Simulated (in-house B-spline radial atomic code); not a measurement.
# W⁷⁺: ionisation energy by several methods

The task here is to estimate one member of a computed series from the others.

Program: in-house B-spline radial atomic code version 1. Level of theory: non-relativistic, several functionals, spin-polarised; spherical all-electron atom at the radial basis limit. These are calculated values, not measurements, unless marked.

### The system

```
element       : tungsten (Z = 74)
charge        : +7
electrons     : 67
configuration : [Xe] 4f13
nucleus       : point
```

Outer shells as boxes (Hund's rule):

[Xe] 4f13
```
[Xe] core
4f [↑↓][↑↓][↑↓][↑↓][↑↓][↑↓][↑ ]
```

Where spins are not typed, each open shell is filled with up spins first.

Set-up of the first run:

The run's settings:

```ini
Z = 74
electrons = 67.0
configuration = [Xe] 4f13
hamiltonian = nr
method = scan,scan
spin_polarised = True
```

Among the steps run: SCAN; TPSS; Hartree-Fock; BLYP; LDA (VWN5).

One of the session's tables, all rows but one given; the rest of the session is left out.

| method | ΔSCF (eV) |
| --- | --- |
| LDA (VWN5) | 128.63 |
| BLYP | 128.07 |
| SCAN | 128.87 |
| TPSS | ? |
| Hartree-Fock | 127.67 |

Q: Estimate the row for TPSS from the others.

As computed: ΔSCF (eV): 128.50. In the column «ΔSCF (eV)» it lies between BLYP (128.07) and LDA (VWN5) (128.63).

To keep in mind: These runs leave out relativity, which matters at this nuclear charge.
